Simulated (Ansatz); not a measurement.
# C6H10O: up Jacob's ladder to CCSD(T)

One table from this session's results is given with a row withheld; the runs are named, their logs left out.

Program: Ansatz 0.2.0, Gaussian basis. Level of theory: functionals in def2-TZVPP, the program's frozen cores in correlated methods. These are calculated values, not measurements.

The runs, in order: PBE-D4, r2SCAN-D4, PBE0-D4, B3LYP-D4, ωB97X-V, ωB97M-V, B2PLYP; CCSD(T)/def2-TZVPP; MP2/def2-QZVPP; extrapolation to the limit.

### Structure used throughout

An earlier PBE0-D4 in a triple-zeta def2 set relaxation fixed the geometry.

SMILES `CC(=O)C=C(C)C`, 17 atoms, charge 0, spin multiplicity 1.

Atoms are counted from 1 here; the program's logs count them from 0.

Bond lengths: C1–C2 1.507 Å, C1–H8 1.093 Å, C1–H9 1.089 Å, C1–H10 1.093 Å, C2–O3 1.215 Å, C2–C4 1.476 Å, C4–C5 1.342 Å, C4–H11 1.087 Å, C5–C6 1.493 Å, C5–C7 1.497 Å, C6–H12 1.095 Å, C6–H13 1.095 Å, C6–H14 1.084 Å, C7–H15 1.095 Å, C7–H16 1.095 Å, C7–H17 1.089 Å. Angles: C2–C1–H8 111.1°, C2–C1–H9 108.1°, C2–C1–H10 111.2°, H8–C1–H9 109.3°, H8–C1–H10 107.9°, H9–C1–H10 109.3°, C1–C2–O3 119.3°, C1–C2–C4 123.1°, O3–C2–C4 117.7°, C2–C4–C5 132.8°, C2–C4–H11 110.0°, C5–C4–H11 117.2°, C4–C5–C6 127.9°, C4–C5–C7 118.9°, C6–C5–C7 113.2°, C5–C6–H12 109.5°, C5–C6–H13 109.5°, C5–C6–H14 114.8° and more.

The first run:

Contents of in.yaml:

```yaml
crystal:
  periodic: [false, false, false]
  atoms:
    - {symbol: C, position_ang: [0.671848, 1.510498, 1.703661]}
    - {symbol: C, position_ang: [0.041979, 0.151786, 1.871337]}
    - {symbol: O, position_ang: [-0.169935, -0.270384, 2.990971]}
    - {symbol: C, position_ang: [-0.336192, -0.706249, 0.731890]}
    - {symbol: C, position_ang: [-0.243990, -0.548880, -0.597517]}
    - {symbol: C, position_ang: [0.306128, 0.619442, -1.347536]}
    - {symbol: C, position_ang: [-0.736563, -1.643786, -1.491993]}
    - {symbol: H, position_ang: [1.621743, 1.441197, 1.168273]}
    - {symbol: H, position_ang: [0.847147, 1.925722, 2.694535]}
    - {symbol: H, position_ang: [0.018293, 2.181600, 1.141371]}
    - {symbol: H, position_ang: [-0.770245, -1.634727, 1.092993]}
    - {symbol: H, position_ang: [1.120557, 0.285448, -1.999045]}
    - {symbol: H, position_ang: [-0.465638, 1.024678, -2.010598]}
    - {symbol: H, position_ang: [0.676847, 1.424882, -0.724422]}
    - {symbol: H, position_ang: [0.072367, -2.005381, -2.135620]}
    - {symbol: H, position_ang: [-1.519302, -1.269356, -2.160217]}
    - {symbol: H, position_ang: [-1.135032, -2.486499, -0.928072]}
basis:
  gaussian: {orbitals: def2-TZVPP}
hamiltonian: {xc: pbe, dispersion: d4}
output: {forces: true, orbitals: {seedname: orbitals}}
```

Run with:

```bash
ansatz run in.yaml --threads 2 --pin off --events-out ev --progress --plain --max-ram 31744MiB --backend cuda --devices 0, --max-vram 18GiB
```

Steps of the session up to this table: PBE-D4 (GGA); r2SCAN-D4 (meta-GGA); PBE0-D4 (hybrid); B3LYP-D4 (hybrid); ωB97X-V (range-separated); ωB97M-V (range-separated); B2PLYP (double hybrid); CCSD(T) in def2-TZVPP; MP2 in def2-QZVPP.

One table of the session follows, with a row left open; its other results are not shown here.

```
            method  atoms, summed (eV)  atomisation energy (kJ/mol)
            PBE-D4           -8347.954                       7393.6
         r2SCAN-D4           -8355.403                       7226.5
           PBE0-D4           -8350.119                       7260.6
          B3LYP-D4           -8361.370                       7204.8
           ωB97X-V                   ?                            ?
           ωB97M-V           -8356.524                       7209.8
            B2PLYP           -8353.902                       7133.5
     HF/def2-TZVPP           -8325.830                       5325.3
    MP2/def2-TZVPP           -8340.478                       7144.7
   CCSD/def2-TZVPP           -8344.263                       6912.4
CCSD(T)/def2-TZVPP           -8344.671                       7022.2
           MP2/CBS           -8343.116                       7304.6
       CCSD(T)/CBS           -8347.309                       7182.1
```

Estimate the missing values for ωB97X-V.

The run gave: atoms, summed (eV): -8358.056; atomisation energy (kJ/mol): 7194.9. In the column «atoms, summed (eV)» it lies between B3LYP-D4 (-8361.370) and ωB97M-V (-8356.524).

Caveats from the session: Free atoms (6 C, 1 O, 10 H) were run apart at each level; the atomisation energy is their sum less the molecule, without zero-point or spin-orbit terms.
